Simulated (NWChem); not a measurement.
# One shape, several levels: CH3AlF2S (SMILES C[S][Al]([F])[F])

Wanted: a comparison of 3 runs (HF/def2-SVP, PBE/def2-SVP, PBE0/def2-SVP) of CH3AlF2S. 

Program for the calculation: NWChem 7.3.0.

### 1 The structure to begin with

The species is CH3AlF2S (8 atoms), meant as a singlet with charge 0. As SMILES, `C[S][Al]([F])[F]`. The shape is that of a PBE0-D4/def2-TZVP optimisation.

Bond lengths: C1–S2 1.828 Å, S2–Al3 2.143 Å, Al3–F4 1.637 Å, Al3–F5 1.642 Å, C1–H6 1.089 Å, C1–H7 1.089 Å, C1–H8 1.088 Å. Angles: C1–S2–Al3 100.8°, S2–Al3–F4 120.9°, S2–Al3–F5 120.3°, F4–Al3–F5 118.8°, S2–C1–H6 108.4°, S2–C1–H7 108.1°, S2–C1–H8 112.1°, H6–C1–H7 109.5°, H6–C1–H8 109.4°, H7–C1–H8 109.3°.

### 2 Energy and gradient at HF/def2-SVP (run 1)

job.nw

```
start job
memory 2200 mb

geometry units angstrom noautosym nocenter noautoz
 C       -0.685200      -0.191000       1.173500
 S        0.485100      -1.211200       0.207700
 Al       0.908100       0.103300      -1.431700
 F        1.930400      -0.347100      -2.628200
 F        0.210100       1.587700      -1.506300
 H       -1.638200      -0.714900       1.221000
 H       -0.283000      -0.075000       2.178400
 H       -0.835000       0.791100       0.729900
end

basis spherical bse
 * library def2-SVP
end

scf
 singlet
 rhf
 thresh 1e-08
 maxiter 80
end

task scf gradient
```

The run is started by

```sh
$ nwchem job.nw > job.out
```

The program printed:

```text
[...]
  functions       =    93
[...]
  wavefunction    = RHF
[...]
         Total SCF energy =   -877.742437416833
      One-electron energy =  -1771.930792280152
      Two-electron energy =    616.656355724201
 Nuclear repulsion energy =    277.531999139119
        Time for solution =      6.8s
[...]
                         RHF ENERGY GRADIENTS
    atom               coordinates                        gradient
                 x          y          z           x          y          z
   1 C      -1.294840  -0.360938   2.217593    0.003805  -0.002167  -0.004232
   2 S       0.916706  -2.288836   0.392496   -0.002658   0.001992   0.002476
   3 Al      1.716060   0.195209  -2.705521   -0.001582   0.001211   0.001433
   4 F       3.647927  -0.655924  -4.966578   -0.000460  -0.000506   0.001081
   5 F       0.397031   3.000318  -2.846494    0.000152  -0.000402   0.000082
   6 H      -3.095749  -1.350965   2.307355   -0.000802  -0.001093  -0.000625
   7 H      -0.534792  -0.141729   4.116579    0.001292  -0.000127   0.000844
   8 H      -1.577921   1.494962   1.379311    0.000252   0.001091  -0.001060
[...]
```

Wall time 11 s (1 thread of Intel Xeon 6975P-C (Granite Rapids), shared host); peak memory 0.1 GiB.

### 3 Energy and gradient at PBE/def2-SVP (run 2)

struct.nw

```
start struct
title "CH3AlF2S"
memory total 2200 mb

geometry units angstrom noautosym nocenter noautoz
  C       -0.685200      -0.191000       1.173500
  S        0.485100      -1.211200       0.207700
  Al       0.908100       0.103300      -1.431700
  F        1.930400      -0.347100      -2.628200
  F        0.210100       1.587700      -1.506300
  H       -1.638200      -0.714900       1.221000
  H       -0.283000      -0.075000       2.178400
  H       -0.835000       0.791100       0.729900
end

basis "ao basis" spherical bse
  * library def2-SVP
end

dft
  xc xpbe96 cpbe96
  grid fine
  convergence energy 1e-08
  iterations 100
  mulliken
  noprint "final vectors analysis"
end

task dft gradient
```

The run is started by

```sh
$ nwchem struct.nw > struct.out
```

The program printed:

```text
[...]
          Wavefunction type:  closed shell.
          No. of atoms     :     8
          No. of electrons :    56
[...]
          Charge           :     0
          Spin multiplicity:     1
[...]
          AO basis - number of functions:    93
[...]
              XC Information
              --------------
          PerdewBurkeErnzerhof Exchange Functional  1.000
            Perdew 1991 LDA Correlation Functional  1.000 local
           PerdewBurkeErnz. Correlation Functional  1.000 non-local
[...]
 d= 0,ls=0.0,diis     1   -879.3349134395 -1.16D+03  2.19D-02  1.11D+00     1.3
[...]
 d= 0,ls=0.0,diis    11   -879.4578693010 -1.78D-09  1.84D-07  4.44D-10    11.2
         Total DFT energy =     -879.457869301048
      One electron energy =    -1772.142751674746
           Coulomb energy =      686.532762949082
    Exchange-Corr. energy =      -71.379879714503
 Nuclear repulsion energy =      277.531999139119
[...]
      Total Density - Mulliken Population Analysis
     ---------------------------------------------
    Atom       Charge   Shell Charges
 -----------   ------   -------------------------------------------------------
    1 C    6     6.14   1.98  0.92  0.19  2.10  0.92  0.03
    2 S   16    16.27   2.00  1.98  1.26  0.63  5.92  1.83  2.58  0.06
    3 Al  13    12.16   2.00  1.98  0.70 -0.03  5.92  0.83  0.36  0.40
    4 F    9     9.34   1.99  1.12  0.80  3.34  2.08  0.00
    5 F    9     9.35   1.99  1.12  0.80  3.34  2.09  0.00
    6 H    1     0.91   0.73  0.16  0.02
    7 H    1     0.91   0.73  0.16  0.02
    8 H    1     0.92   0.73  0.17  0.02
[...]
  wavefunction    = closed shell
                         DFT ENERGY GRADIENTS
    atom               coordinates                        gradient
                 x          y          z           x          y          z
   1 C      -1.294840  -0.360938   2.217593   -0.002858   0.001701   0.002806
   2 S       0.916706  -2.288836   0.392496   -0.004387   0.008896  -0.000249
   3 Al      1.716060   0.195209  -2.705521    0.002254   0.008022  -0.009432
   4 F       3.647927  -0.655924  -4.966578   -0.012165   0.005580   0.014063
   5 F       0.397031   3.000318  -2.846494    0.008588  -0.017404   0.000235
   6 H      -3.095749  -1.350965   2.307355    0.010453   0.005234  -0.000996
   7 H      -0.534792  -0.141729   4.116579   -0.003734  -0.001451  -0.010978
   8 H      -1.577921   1.494962   1.379311    0.001849  -0.010578   0.004551
[...]
```

Run time: 16 s. Hardware: 1 thread of Intel Xeon 6975P-C (Granite Rapids), shared host; peak memory 0.13 GiB.

### 4 Energy and forces at PBE0/def2-SVP (run 3)

ch3alf2s.nw

```
start ch3alf2s
title "CH3AlF2S"
memory total 2200 mb
charge 0

geometry noautosym nocenter noautoz
  C     -0.685200    -0.191000     1.173500
  S      0.485100    -1.211200     0.207700
  Al     0.908100     0.103300    -1.431700
  F      1.930400    -0.347100    -2.628200
  F      0.210100     1.587700    -1.506300
  H     -1.638200    -0.714900     1.221000
  H     -0.283000    -0.075000     2.178400
  H     -0.835000     0.791100     0.729900
end

basis spherical bse
  * library def2-SVP
end

dft
  xc pbe0
  mult 1
  grid fine
  convergence energy 1e-08
  maxiter 100
  mulliken
end

task dft gradient
```

The run is started by

```sh
$ nwchem ch3alf2s.nw > ch3alf2s.out
```

The program printed:

```text
[...]
          Wavefunction type:  closed shell.
          No. of atoms     :     8
          No. of electrons :    56
[...]
          Charge           :     0
          Spin multiplicity:     1
[...]
          AO basis - number of functions:    93
[...]
              XC Information
              --------------
                         PBE0 Method XC Functional
                     Hartree-Fock (Exact) Exchange  0.250
          PerdewBurkeErnzerhof Exchange Functional  0.750
            Perdew 1991 LDA Correlation Functional  1.000 local
           PerdewBurkeErnz. Correlation Functional  1.000 non-local
[...]
 d= 0,ls=0.0,diis     1   -879.4184389814 -1.16D+03  1.52D-02  9.53D-01     1.3
[...]
 d= 0,ls=0.0,diis    10   -879.5246994526 -6.62D-10  2.42D-07  7.03D-10    10.2
         Total DFT energy =     -879.524699452614
      One electron energy =    -1772.231796501706
           Coulomb energy =      686.666372205492
    Exchange-Corr. energy =      -71.491274295519
 Nuclear repulsion energy =      277.531999139119
[...]
      Total Density - Mulliken Population Analysis
     ---------------------------------------------
    Atom       Charge   Shell Charges
 -----------   ------   -------------------------------------------------------
    1 C    6     6.18   1.99  0.90  0.23  2.08  0.96  0.03
    2 S   16    16.31   2.00  1.98  1.23  0.66  5.93  1.82  2.64  0.06
    3 Al  13    12.00   2.00  1.98  0.65 -0.03  5.93  0.79  0.30  0.39
    4 F    9     9.40   1.99  1.12  0.81  3.34  2.13  0.00
    5 F    9     9.40   1.99  1.12  0.81  3.34  2.14  0.00
    6 H    1     0.90   0.73  0.14  0.02
    7 H    1     0.90   0.73  0.15  0.02
    8 H    1     0.91   0.73  0.15  0.03
[...]
  wavefunction    = closed shell
                         DFT ENERGY GRADIENTS
    atom               coordinates                        gradient
                 x          y          z           x          y          z
   1 C      -1.294840  -0.360938   2.217593   -0.002855   0.001971   0.002607
   2 S       0.916706  -2.288836   0.392496   -0.001586   0.002518   0.000461
   3 Al      1.716060   0.195209  -2.705521    0.001289   0.005509  -0.006105
   4 F       3.647927  -0.655924  -4.966578   -0.006270   0.002769   0.007332
   5 F       0.397031   3.000318  -2.846494    0.004578  -0.008849  -0.000209
   6 H      -3.095749  -1.350965   2.307355    0.005656   0.002755  -0.000658
   7 H      -0.534792  -0.141729   4.116579   -0.001872  -0.000796  -0.005943
   8 H      -1.577921   1.494962   1.379311    0.001060  -0.005877   0.002515
[...]
```

It took 15 s on 1 thread of Intel Xeon 6975P-C (Granite Rapids), shared host; peak memory 0.13 GiB.

### 5 The series

| run | level | iteration cap | module | energy (Eh) | dipole moment (D) | HOMO energy (eV) | LUMO energy (eV) | wall time |
| --- | --- | --- | --- | --- | --- | --- | --- | --- |
| 1 | HF/def2-SVP | 80 | scf | -877.742437 | 2.22 | -10.34 | 2.16 | 11 s |
| 2 | PBE/def2-SVP | 100 | dft | -879.457869 | 2.06 | – | – | 16 s |
| 3 | PBE0/def2-SVP | 100 | dft | -879.524699 | 2.14 | -7.54 | -0.77 | 15 s |

### 6 Summary of results

```
                       quantity          value
            run 3: total energy  -879.52470 Eh
           run 3: dipole moment         2.14 D
             run 3: HOMO energy       -7.54 eV
             run 3: LUMO energy       -0.77 eV
           run 3: HOMO–LUMO gap        6.77 eV
run 3: largest force on an atom     0.516 eV/Å
```

**Reading.** The dipole moment (its size) runs from 2.06 D (PBE/def2-SVP) to 2.22 D (HF/def2-SVP). Totals of different functionals can't be ranked against each other. All runs together took 41 s, the longest 16 s.
